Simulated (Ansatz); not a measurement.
# Rh: one candidate structure

Where does Rh go from the start given, beta-tungsten (A15) type (Pm-3n, No. 223)?

Program: Ansatz 0.2.0. Level of theory: DFT r2SCAN, scalar-relativistic, plane waves, PAW. These are calculated values, not measurements.

## (1) The starting structure

The structure is cubic, space group Pm-3n (No. 223). The conventional cell has a = 4.817 Å, b = 4.817 Å, c = 4.817 Å, α = 90.00°, β = 90.00°, γ = 90.00°. Rh (site symmetry m-3) has 12 Rh at 2.69 Å as nearest neighbours. Around Rh (site symmetry -4m2) lie 6 Rh at 2.41 to 2.69 Å.

As a file:

```cif
data_structure
_symmetry_space_group_name_H-M 'Pm-3n'
_symmetry_Int_Tables_number 223
_cell_length_a 4.8167
_cell_length_b 4.8167
_cell_length_c 4.8167
_cell_angle_alpha 90.000
_cell_angle_beta 90.000
_cell_angle_gamma 90.000
_cell_volume 111.75
loop_
_atom_site_label
_atom_site_type_symbol
_atom_site_symmetry_multiplicity
_atom_site_Wyckoff_symbol
_atom_site_fract_x
_atom_site_fract_y
_atom_site_fract_z
_atom_site_occupancy
Rh1 Rh 2 a 0.50000 0.50000 0.50000 1
Rh2 Rh 6 c 0.25000 0.00000 0.50000 1
```

(A quick probe on a coarse mesh, which set the mesh and smearing, is not shown.)

## (3) Coarse relaxation

The input, input.yaml:

```yaml
crystal:
  lattice:
    - [4.8167028597, 0.0, 0.0]
    - [0.0, 4.8167028597, 0.0]
    - [0.0, 0.0, 4.8167028597]
  atoms:
    - { symbol: Rh, position: [0.5, 0.5, 0.5] }
    - { symbol: Rh, position: [0.0, 0.0, 0.0] }
    - { symbol: Rh, position: [0.25, 0.0, 0.5] }
    - { symbol: Rh, position: [0.5, 0.25, 0.0] }
    - { symbol: Rh, position: [0.5, 0.75, 0.0] }
    - { symbol: Rh, position: [0.75, 0.0, 0.5] }
    - { symbol: Rh, position: [0.0, 0.5, 0.75] }
    - { symbol: Rh, position: [0.0, 0.5, 0.25] }
basis:
  ecutwfc: 500
kpoints:
  mp_grid: { grid: [4, 4, 4] }
hamiltonian:
  xc: r2scan
scf:
  occupations: { method: gaussian, width: 0.1 }
  lower_state_search: "off"
output:
  forces: true
  stress: true
  eigenvalues: true
relax:
  adjacent_minimum: "off"
  f_tol: 0.04
  max_steps: 70
  cell: { stress_tol: 0.4 }
```

Further runs follow: relaxing cell and atoms.

What does the calculation give?

The runs gave:

| quantity | value |
| --- | --- |
| cell | a = 4.842 Å, b = 4.842 Å, c = 4.842 Å, α = 90.00°, β = 90.00°, γ = 90.00° |
| space group | Pm-3n (No. 223) |
| volume | 14.19 Å³/atom |
| gap on the mesh | none (metal) |

What this shows: The space group stayed Pm-3n, and from the first guess the volume went from 13.97 to 14.19 Å³/atom.
